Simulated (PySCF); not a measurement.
# H8MoN4 (Mo(NH2)4): the cost of one run

The runs use PySCF 2.14.0, with density-fitted response routines of our own; the level of theory stands in each step. All values are computed, except where a source is named. Atoms count from 0, in the outputs and in this text.

### 1 The molecule as given

13 atoms, charge 0, multiplicity 1; geometry from: GFN2-xTB. The atoms were then displaced at random by about 0.03 Å, so the start is not that level's minimum.

Bonds of the start (Å): Mo0–N1 1.85, Mo0–N4 1.92, Mo0–N7 2.02, Mo0–N10 1.80, N1–H2 1.01, N1–H3 0.99, N4–H5 1.00, N4–H6 1.00, N7–H8 0.99, N7–H9 1.04, N10–H11 1.12, N10–H12 1.02.

### 2 Optimising the geometry at PBE0-D3(BJ)/def2-SVP

The job: settings as JSON, then the geometry in Å.

```
{"job": {"xc": "PBE0", "basis": "def2-SVP", "d3": "d3bj", "grid": 1, "maxiter": 40, "shake": 0.03, "kind": "geom"}, "charge": 0, "multiplicity": 1}
Mo     0.004900    -0.171550     0.092160
N     -0.533910    -0.078890     1.856870
H     -0.761590    -0.102690     2.836850
H     -1.333860     0.066660     1.289940
N      1.261950    -0.046650    -1.349350
H      2.199870    -0.380180    -1.449440
H      1.042790     0.439390    -2.194640
N     -0.197340     1.822510    -0.192200
H      0.608790     2.390770    -0.109990
H     -1.033040     2.441860    -0.260200
N     -0.603970    -1.834100    -0.246950
H      0.397490    -1.875010     0.253200
H     -1.021450    -2.724230    -0.504040
```

Command:

```sh
$ OMP_NUM_THREADS=1 python probes_run.py task.json out
```

The driver reads the jobs from task.json and runs them one after another.

**Question.** How long does this first job take on 1 thread of Arm Neoverse V1, shared host, and how much memory does it need?

About 3.1 min, with a peak of 0.48 GiB.
